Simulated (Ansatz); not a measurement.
# ClGaH5P: the cost of one run

All numbers below are computed with Ansatz 0.2.0 (RKS PBE0-D4/def2-SVP).

### Step 1. The structure to begin with

Bond lengths: Ga1–Cl2 2.590 Å, Ga1–H3 1.570 Å, Ga1–H4 1.570 Å, Ga1–P5 2.590 Å, P5–H6 1.420 Å, P5–H7 1.420 Å, Cl2–H8 1.549 Å, P5–H8 1.612 Å. Angles: Ga1–Cl2–H8 71.1°, Cl2–Ga1–H3 120.0°, Cl2–Ga1–H4 120.0°, Cl2–Ga1–P5 71.6°, H3–Ga1–H4 120.0°, H3–Ga1–P5 97.0°, H4–Ga1–P5 101.2°, Ga1–P5–H6 109.5°, Ga1–P5–H7 109.5°, Ga1–P5–H8 70.4°, H6–P5–H7 109.4°, H6–P5–H8 145.3°, H7–P5–H8 102.6°, Cl2–H8–P5 146.9°.

As a file:

```xyz
8

Ga    0.0000    0.0000    0.0000
Cl    0.0000    0.0000    2.5900
H     1.3596    0.0000   -0.7850
H    -1.3596    0.0000   -0.7850
P     0.1083   -2.4555    0.8167
H    -0.6601   -3.2775   -0.0496
H     1.4579   -2.8970    0.8134
H     0.0645   -1.4640    2.0875
```

### Step 2. A restrained relaxation towards end A

Springs on the bonds that form and break draw the guess towards this end; the thresholds are loose.

input.yaml reads:

```yaml
crystal:
  periodic: [false, false, false]
  atoms:
    - { symbol: Ga, position_ang: [0.0, 0.0, 0.0] }
    - { symbol: Cl, position_ang: [0.0, 0.0, 2.59] }
    - { symbol: H, position_ang: [1.3596, 0.0, -0.785] }
    - { symbol: H, position_ang: [-1.3596, 0.0, -0.785] }
    - { symbol: P, position_ang: [0.1083, -2.4555, 0.8167] }
    - { symbol: H, position_ang: [-0.6601, -3.2775, -0.0496] }
    - { symbol: H, position_ang: [1.4579, -2.897, 0.8134] }
    - { symbol: H, position_ang: [0.0645, -1.464, 2.0875] }
basis:
  gaussian: { orbitals: def2-SVP }
hamiltonian:
  xc: pbe0
  dispersion: d4
relax:
  f_tol: 0.15
  max_steps: 25
  restrain:
    - { distance: [0, 4], at: 3.49, k: 30.0 }
    - { distance: [7, 1], at: 2.57, k: 30.0 }
    - { distance: [0, 1], at: 2.24, k: 30.0 }
    - { distance: [7, 4], at: 1.42, k: 30.0 }
```

Command:

```console
$ ansatz run input.yaml --threads 2 --pin off --max-ram 3072MiB --backend cpu --events-out ev --progress --plain --runs-dir out
```

Q: Estimate wall time and peak memory on 2 threads of Intel Xeon Platinum 8259CL at 2.50GHz (Skylake/Cascade Lake), shared host.

About 21 s, with a peak of 0.23 GiB.
